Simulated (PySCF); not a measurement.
Runs of PySCF 2.14.0 on CFH3. The cell holds a molecule in a box, 5 atoms: a = 12.000 Å, b = 11.000 Å, c = 11.000 Å, α = 90.00°, β = 90.00°, γ = 90.00°. 

```tsv
task	level	conv_tol	grid for exchange and correlation	three-centre integrals	three-body dispersion term	exxdiv	gap on the mesh (eV)
atomic charges	PBE	1e-07 Ha	Becke, atom-centred	-	-	-	8.86
atomic charges	TM	1e-07 Ha	Becke, atom-centred	read from an earlier run's file	-	-	9.43
atomic charges	M06+D3	1e-07 Ha	Becke, atom-centred	read from an earlier run's file	no	ewald	(a)
MP2 correlation energy	HF	1e-08 Ha	-	read from an earlier run's file	-	ewald	19.40
CCSD(T) correlation energy	HF	1e-08 Ha	-	read from an earlier run's file	-	ewald	19.40
atomic charges	TASK	1e-07 Ha	Becke, atom-centred	read from an earlier run's file	-	-	11.74
```

Alike in all rows: potentials or basis cc-pvdz (all-electron); no spin polarisation; cell as given; k mesh 1 × 1 × 1; smearing fixed.

Q: Estimate the missing entries.

A: (a) 11.66.

Caveats: this is a molecule in a periodic box at the Γ point, so its band gap is the HOMO-LUMO gap; the basis of atomic orbitals isn't converged, which shifts pressures, moduli and gaps; the basis is small and the box finite, so much correlation energy is missing and levels can be off by tenths of an eV (some runs).

